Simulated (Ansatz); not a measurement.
# SnCl: the cost of one run

Method: DFT PBE, scalar-relativistic, plane waves, PAW, in Ansatz 0.2.0.

## 1. The starting structure

Symmetry: P6/mmm, No. 191, hexagonal system. Conventional cell: a = 3.656 Å, b = 3.656 Å, c = 5.783 Å, α = 90.00°, β = 90.00°, γ = 120.00°. Sn (site symmetry 6/mmm) is surrounded by 2 Cl at 2.89 Å. Cl (site symmetry 6/mmm) is surrounded by 2 Sn at 2.89 Å.

As a file:

```xyz
2
Lattice="3.6560 0.0000 0.0000 -1.8280 3.1661 0.0000 0.0000 0.0000 5.7830" Properties=species:S:1:pos:R:3 pbc="T T T"
Sn    0.0000    0.0000    0.0000
Cl    0.0000    0.0000    2.8915
```

The cell is invented: random cell by space group and Wyckoff sites (P6/mmm, No. 191). Its size is a rough estimate.

## 2. The guess as it stands, on a coarse mesh

File input.yaml:

```yaml
crystal:
  lattice:
    - [3.65595498, 0.0, 0.0]
    - [-1.82797749, 3.16614988, 0.0]
    - [0.0, 0.0, 5.78299197]
  atoms:
    - { symbol: Sn, position: [0.0, 0.0, 0.0] }
    - { symbol: Cl, position: [0.0, 0.0, 0.5] }
basis:
  ecutwfc: 420
kpoints:
  mp_grid: { grid: [6, 6, 4] }
hamiltonian:
  xc: pbe
scf:
  occupations: { method: gaussian, width: 0.1 }
  lower_state_search: "off"
output:
  forces: true
  stress: true
  eigenvalues: true
```

Launch:

```console
> ansatz run input.yaml --threads 1 --pin off --max-ram 2560MiB --backend cpu --events-out ev --progress --plain --runs-dir out
```

Q: Estimate wall time and peak memory on 1 thread of Intel Xeon Platinum 8259CL at 2.50GHz (Skylake/Cascade Lake), shared host.

About 1.7 s, with a peak of 0.37 GiB.
